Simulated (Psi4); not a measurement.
**Si2H2OF2 (SMILES F[Si]1(F)O[SiH2]1) at r2SCAN/aug-cc-pVDZ (density fitting, sweep point 7)**

Wanted: energy and gradient of Si2H2OF2. 

Program for the calculation: Psi4 1.11.

5 further runs of the same task are left out: 1 that didn't finish, 4 set aside as unsound or not needed.

### 1 The molecule

The species is Si2H2OF2 (7 atoms), meant as a singlet with charge 0. As SMILES, `F[Si]1(F)O[SiH2]1`. Geometry: relaxed at PBE0-D4/def2-TZVP.

Bond lengths: F1–Si2 1.578 Å, Si2–F3 1.578 Å, Si2–O4 1.648 Å, Si2–Si5 2.174 Å, O4–Si5 1.718 Å, Si5–H6 1.482 Å, Si5–H7 1.482 Å. Some angles: F1–Si2–F3 105.1°, F1–Si2–O4 114.7°, F1–Si2–Si5 127.3°, F3–Si2–O4 114.7°, F3–Si2–Si5 127.3°, O4–Si2–Si5 51.2°, Si2–O4–Si5 80.4°, Si2–Si5–O4 48.4°, Si2–Si5–H6 124.7°, Si2–Si5–H7 124.7°.

### 2 Energy and gradient at r2SCAN/aug-cc-pVDZ (density fitting, sweep point 7)

The input, job.inp:

```
memory 1600 MB

molecule {
  0 1
  F      0.424200    -1.612100     1.693800
  Si     0.037900    -1.026000     0.280100
  F     -0.194200    -2.288000    -0.639100
  O      1.103500     0.077900    -0.322100
  Si    -0.304800     1.058600    -0.232800
  H     -0.202300     2.188800     0.720000
  H     -0.802800     1.532800    -1.545500
  symmetry c1
}

set basis aug-cc-pVDZ
set scf_type df
set damping_percentage 30

e_tot, wfn = gradient('r2scan', return_wfn=True)
```

The run is started by

```
$ psi4 -i job.inp -o job.out -n 1
```

job.out:

```text
[...]
  Running in c1 symmetry.
[...]
  Nuclear repulsion =  309.676526440965517
[...]
  Multiplicity = 1
[...]
  Nalpha       = 28
  Nbeta        = 28
[...]
    Number of basis functions: 141
[...]
   @DF-RKS iter   1:  -854.77785361502993   -3.96474e-02   6.39411e-03 DIIS/ADIIS
[...]
   @DF-RKS iter  34:  -855.09403458555369   -4.39707e-09   2.91445e-10 DIIS/DAMP=30%
[...]
    Orbital Energies [Eh]
    ---------------------
    Doubly Occupied:
       1A    -65.963188     2A    -65.903830     3A    -24.532449
       4A    -24.532447     5A    -18.996016     6A     -5.318860
       7A     -5.266041     8A     -3.662283     9A     -3.661548
      10A     -3.659460    11A     -3.610452    12A     -3.607219
      13A     -3.606090    14A     -1.193785    15A     -1.173653
      16A     -0.987241    17A     -0.542253    18A     -0.523910
      19A     -0.479121    20A     -0.454963    21A     -0.440954
      22A     -0.413149    23A     -0.412122    24A     -0.402854
      25A     -0.384325    26A     -0.375373    27A     -0.310601
      28A     -0.248677
[...]
  @DF-RKS Final Energy:  -855.09403458555369
   => Energetics <=
    Nuclear Repulsion Energy =            309.6765264409655174
    One-Electron Energy =               -1802.0471811177289965
    Two-Electron Energy =                 709.3835533896015022
    DFT Exchange-Correlation Energy =     -72.1069332983917235
    Empirical Dispersion Energy =           0.0000000000000000
    VV10 Nonlocal Energy =                  0.0000000000000000
    Total Energy =                       -855.0940345855536862
[...]
 Multipole Moments:
 ------------------------------------------------------------------------------------
     Multipole            Electronic (a.u.)      Nuclear  (a.u.)        Total (a.u.)
 ------------------------------------------------------------------------------------
 L = 1.  Multiply by 2.5417464519 to convert [e a0] to [Debye]
 Dipole X            :          0.6525242           -1.1641693           -0.5116451
 Dipole Y            :         -6.4522613            7.1914608            0.7391995
 Dipole Z            :          1.6959732           -1.7743852           -0.0784120
 Magnitude           :                                                    0.9024107
[...]
  -Total Gradient:
     Atom            X                  Y                   Z
    ------   -----------------  -----------------  -----------------
       1       -0.008510227114     0.012230054322    -0.030211098103
       2        0.020304949016    -0.015633990121    -0.000822948966
       3        0.004769264219     0.026715846235     0.019889779757
       4       -0.035503182961    -0.005508953510     0.011007816094
       5        0.019458268027    -0.014528913339    -0.000908290377
       6       -0.000709136033    -0.002744631125    -0.002790162851
       7        0.001010119142    -0.000836542732     0.003708377472
[...]
```

Wall time 84 s (1 thread of Intel Xeon Platinum 8375C at 2.90GHz (Ice Lake), shared host); peak memory 1 GiB.

### 3 Results

Level: r2SCAN/aug-cc-pVDZ (density fitting, sweep point 7).

| quantity | value |
| --- | --- |
| total energy | -855.09403 Eh |
| dipole moment | 2.29 D |
| HOMO energy | -6.77 eV |
| LUMO energy | -2.09 eV |
| HOMO–LUMO gap | 4.67 eV |
| largest force on an atom | 1.932 eV/Å |

What this shows: The largest force is 1.93 eV/Å: the shape isn't a stationary point for this species at this level.
